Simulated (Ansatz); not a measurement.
**C₃H₈CdO₂: a ladder of functionals and wavefunction methods**

The task here is to estimate one member of a computed series from the others.

Computed with Ansatz 0.2.0, Gaussian basis. Level: functionals in def2-TZVPP, the program's frozen cores in correlated methods.

The runs, in order: LDA (SPW92), PBE-D4, revPBE-D4, BLYP-D4, r2SCAN-D4, B97M-V, PBE0-D4, B3LYP-D4, r2SCANh-D4, r2SCAN0-D4, HSE06-D4, BHLYP-D4, CAM-B3LYP-D4, LC-ωPBE, ωB97X-V, ωB97M-V, B2PLYP, PBE-QIDH; CCSD(T)/def2-SVP; CCSD(T)/def2-TZVPP; MP2/def2-QZVPP; extrapolation to the limit; RPA on PBE.

1 further run of the same task is left out (for a known fault of the program).

### Structure used throughout

The geometry comes from an earlier relaxation with PBE0-D4 in a triple-zeta def2 set; it is a stationary point, not always the lowest conformer. Cd takes the def2 core potential; no spin-orbit term is included.

SMILES `CC(C)[O][Cd][OH]`, 14 atoms, charge 0, spin multiplicity 1.

Atoms are counted from 1 here; the program's logs count them from 0.

Bond lengths: C1–C2 1.518 Å, C1–H7 1.093 Å, C1–H8 1.091 Å, C1–H9 1.093 Å, C2–C3 1.520 Å, C2–O4 1.405 Å, C2–H10 1.103 Å, C3–H11 1.093 Å, C3–H12 1.098 Å, C3–H13 1.094 Å, O4–Cd5 1.962 Å, Cd5–O6 1.960 Å, O6–H14 0.960 Å. Angles: C2–C1–H7 110.0°, C2–C1–H8 110.0°, C2–C1–H9 111.2°, H7–C1–H8 108.2°, H7–C1–H9 108.7°, H8–C1–H9 108.6°, C1–C2–C3 111.2°, C1–C2–O4 107.3°, C1–C2–H10 108.0°, C3–C2–O4 112.5°, C3–C2–H10 107.9°, O4–C2–H10 110.0°, C2–C3–H11 111.8°, C2–C3–H12 111.0°, C2–C3–H13 110.1°, H11–C3–H12 107.1°, H11–C3–H13 108.4°, H12–C3–H13 108.5° and more.

Geometry (Å):

```xyz
14
charge 0, multiplicity 1
C    -1.7495    0.0540    1.1564
C    -0.5685   -0.4124    0.3240
C     0.7486   -0.0916    1.0113
O    -0.6785    0.1978   -0.9364
Cd    0.8081    0.2027   -2.2176
O     2.1474    0.1840   -3.6486
H    -1.6968    1.1354    1.3076
H    -2.6834   -0.1729    0.6402
H    -1.7623   -0.4368    2.1332
H    -0.6376   -1.5086    0.2190
H     0.8087   -0.5453    2.0041
H     1.5980   -0.4740    0.4306
H     0.8620    0.9913    1.1191
H     2.8039    0.8763   -3.5429
```

The first run:

Contents of in.yaml:

```yaml
crystal:
  periodic: [false, false, false]
  atoms:
    - {symbol: C, position_ang: [-1.749473, 0.053982, 1.156436]}
    - {symbol: C, position_ang: [-0.568536, -0.412354, 0.323984]}
    - {symbol: C, position_ang: [0.748629, -0.091579, 1.011338]}
    - {symbol: O, position_ang: [-0.678513, 0.197837, -0.936447]}
    - {symbol: Cd, position_ang: [0.808063, 0.202703, -2.217619]}
    - {symbol: O, position_ang: [2.147417, 0.183952, -3.648599]}
    - {symbol: H, position_ang: [-1.696803, 1.135414, 1.307585]}
    - {symbol: H, position_ang: [-2.683441, -0.172871, 0.640198]}
    - {symbol: H, position_ang: [-1.762292, -0.436789, 2.133194]}
    - {symbol: H, position_ang: [-0.637623, -1.508596, 0.218997]}
    - {symbol: H, position_ang: [0.808695, -0.545293, 2.004097]}
    - {symbol: H, position_ang: [1.597998, -0.473997, 0.430610]}
    - {symbol: H, position_ang: [0.861952, 0.991254, 1.119145]}
    - {symbol: H, position_ang: [2.803925, 0.876337, -3.542918]}
basis:
  gaussian: {orbitals: def2-TZVPP}
hamiltonian: {xc: lda}
output: {orbitals: {seedname: orbitals}}
```

Run with:

```console
> ansatz run in.yaml --threads 2 --pin off --events-out ev --progress --plain --max-ram 20480MiB --backend cuda --devices 0, --max-vram 18GiB
```

Steps of the session up to this table: LDA; PBE-D4 (GGA); revPBE-D4 (GGA); BLYP-D4 (GGA); r2SCAN-D4 (meta-GGA); B97M-V (meta-GGA); PBE0-D4 (hybrid); B3LYP-D4 (hybrid); r2SCANh-D4 (hybrid); r2SCAN0-D4 (hybrid); HSE06-D4 (hybrid); BHLYP-D4 (hybrid); CAM-B3LYP-D4 (range-separated); LC-ωPBE (range-separated); ωB97X-V (range-separated); ωB97M-V (range-separated); B2PLYP (double hybrid); PBE-QIDH (double hybrid).

One table of the session follows, with a row left open; its other results are not shown here.

It belongs to the step «Orbital energies across the functionals». 

```
  functional  HOMO (eV)  gap (eV)
 LDA (SPW92)      -5.96      3.53
      PBE-D4      -5.75      3.59
   revPBE-D4      -5.66      3.63
     BLYP-D4      -5.68      3.54
   r2SCAN-D4      -6.01      4.11
      B97M-V          ?         ?
     PBE0-D4      -7.21      5.94
    B3LYP-D4      -7.01      5.41
  r2SCANh-D4      -6.57      4.99
  r2SCAN0-D4      -7.41      6.30
    HSE06-D4      -6.80      5.17
    BHLYP-D4      -8.66      8.14
CAM-B3LYP-D4      -8.67      8.27
     LC-ωPBE      -9.94     10.84
     ωB97X-V      -9.64     10.34
     ωB97M-V      -9.60     10.02
```

Estimate the missing values for B97M-V.

The run gave: HOMO (eV): -6.14; gap (eV): 4.05. In the column «HOMO (eV)» it lies between r2SCANh-D4 (-6.57) and r2SCAN-D4 (-6.01).
